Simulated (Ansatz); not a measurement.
The system is CsMgBiO3.

```
Bi Cs Mg O
1.0
     3.23052    1.86514    3.79701
    -3.23052    1.86514    3.79701
     0.00000   -3.73028    3.79701
Bi Cs Mg O
1 1 1 3
Direct
  0.56530 0.56530 0.56530
  0.91728 0.91728 0.91728
  0.30219 0.30219 0.30219
  0.98224 0.49139 0.49139
  0.49139 0.49139 0.98224
  0.49139 0.98224 0.49139
```

The cell comes from a database or a generator and needn't be the stable form of this composition.

| Item | Value |
| --- | --- |
| Program | Ansatz 0.2.0 |
| Task | relaxation of cell and atoms |
| Functional | r2SCAN |
| Dispersion | D4 |
| Potentials or basis | Ansatz PAW |
| Cutoff | 500 eV (not typed: the program's choice for these potentials) |
| k mesh | 6 × 6 × 6 |
| Occupations | fermi-dirac, width 0.05 eV |
| Spin | no spin polarisation |

At the start: volume 22.88 Å³/atom.

Where does the relaxation end?

It ends after 7 steps and the volume is 22.98 Å³/atom (+0.4 %); space group R3m (No. 160, to 0.05 Å).

Step by step:
```
step  energy change (eV)  largest force (eV/Å)  volume (Å³)
   1              0.0000                0.8023       137.27
   2             -0.0605                0.1952       134.03
   3             -0.0730                0.0892       135.04
   4             -0.0773                0.1925       138.01
   5             -0.0784                0.0944       138.07
   6             -0.0789                0.0041       137.87
   7             -0.0789                0.0027       137.87
```

Final structure:
```
Bi Cs Mg O
1.0
     3.17681    1.83413    3.94354
    -3.17681    1.83413    3.94354
     0.00000   -3.66826    3.94354
Bi Cs Mg O
1 1 1 3
Direct
  0.57015 0.57015 0.57015
  0.89694 0.89694 0.89694
  0.31470 0.31470 0.31470
  0.97933 0.49434 0.49434
  0.49434 0.49434 0.97933
  0.49434 0.97933 0.49434
```

Caveat: the plane-wave basis is chosen anew once the cell has moved, so the energies of steps on either side of that aren't comparable; the PAW data sets come from PBE, with cores solved anew for the run's functional, which leaves a small shift of forces and pressure.
